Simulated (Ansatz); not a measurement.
**CH₇NSi₂: basis-set convergence**

The task here is to estimate one member of a computed series from the others.

Method: one geometry, several basis sets; program: Ansatz 0.2.0, Gaussian basis.

The runs, in order: PBE0-D4/def2-SVP; ωB97M-V/def2-SVP; PBE0-D4/def2-QZVPP; ωB97M-V/def2-QZVPP; the functionals' def2-TZVPP values are taken from earlier runs.

1 further run of the same task is left out (it didn't finish).

**The relaxed structure**

The geometry comes from an earlier relaxation with PBE0-D4 in a triple-zeta def2 set; it is a stationary point, not always the lowest conformer.

11 atoms, charge 0, spin multiplicity 1.

Atoms are counted from 1 here; the program's logs count them from 0.

Bond lengths: C1–Si2 1.862 Å, C1–H5 1.093 Å, C1–H6 1.092 Å, C1–H7 1.093 Å, Si2–N3 1.753 Å, Si2–H8 1.491 Å, Si2–H11 1.485 Å, N3–Si4 1.717 Å, N3–H9 1.011 Å, Si4–H10 1.539 Å. Angles: Si2–C1–H5 110.6°, Si2–C1–H6 111.0°, Si2–C1–H7 110.4°, H5–C1–H6 108.3°, H5–C1–H7 108.1°, H6–C1–H7 108.4°, C1–Si2–N3 111.7°, C1–Si2–H8 110.2°, C1–Si2–H11 110.1°, N3–Si2–H8 106.9°, N3–Si2–H11 109.1°, H8–Si2–H11 108.8°, Si2–N3–Si4 127.4°, Si2–N3–H9 116.3°, Si4–N3–H9 116.3°, N3–Si4–H10 93.9°.

Set-up of the first run:

Input file in.yaml:

```yaml
crystal:
  periodic: [false, false, false]
  atoms:
    - {symbol: C, position_ang: [-1.004140, 1.063481, -0.373238]}
    - {symbol: Si, position_ang: [-0.483441, -0.664394, 0.084157]}
    - {symbol: N, position_ang: [1.067409, -0.678191, 0.900348]}
    - {symbol: Si, position_ang: [2.602670, -0.305072, 0.228770]}
    - {symbol: H, position_ang: [-1.968366, 1.050298, -0.888294]}
    - {symbol: H, position_ang: [-1.098775, 1.691655, 0.515548]}
    - {symbol: H, position_ang: [-0.269014, 1.518722, -1.041134]}
    - {symbol: H, position_ang: [-1.472868, -1.268479, 1.021524]}
    - {symbol: H, position_ang: [1.056105, -0.936163, 1.878069]}
    - {symbol: H, position_ang: [2.035437, -0.017288, -1.172154]}
    - {symbol: H, position_ang: [-0.399716, -1.511570, -1.132995]}
basis:
  gaussian: {orbitals: def2-SVP}
hamiltonian: {xc: pbe0, dispersion: d4}
output: {orbitals: {seedname: orbitals}}
```

The run is started by

```bash
> ansatz run in.yaml --threads 2 --pin off --events-out ev --progress --plain --max-ram 4352MiB
```

Among the steps run: PBE0-D4 in def2-SVP; ωB97M-V in def2-SVP; PBE0-D4 in def2-QZVPP; ωB97M-V in def2-QZVPP.

One table of the session follows, with a row left open; its other results are not shown here.

It belongs to the step «Functionals by basis». 

```
functional       basis  HOMO (eV)  LUMO (eV)
   PBE0-D4    def2-SVP      -6.33      -1.66
   PBE0-D4  def2-TZVPP      -6.40      -1.79
   PBE0-D4  def2-QZVPP      -6.42      -1.83
   ωB97M-V    def2-SVP      -8.39       0.41
   ωB97M-V  def2-TZVPP          ?          ?
   ωB97M-V  def2-QZVPP      -8.53       0.05
```

**Question.** Estimate the row for ωB97M-V, def2-TZVPP.

As computed: HOMO (eV): -8.50; LUMO (eV): 0.16. In the column «HOMO (eV)» it lies between ωB97M-V, def2-QZVPP (-8.53) and ωB97M-V, def2-SVP (-8.39).
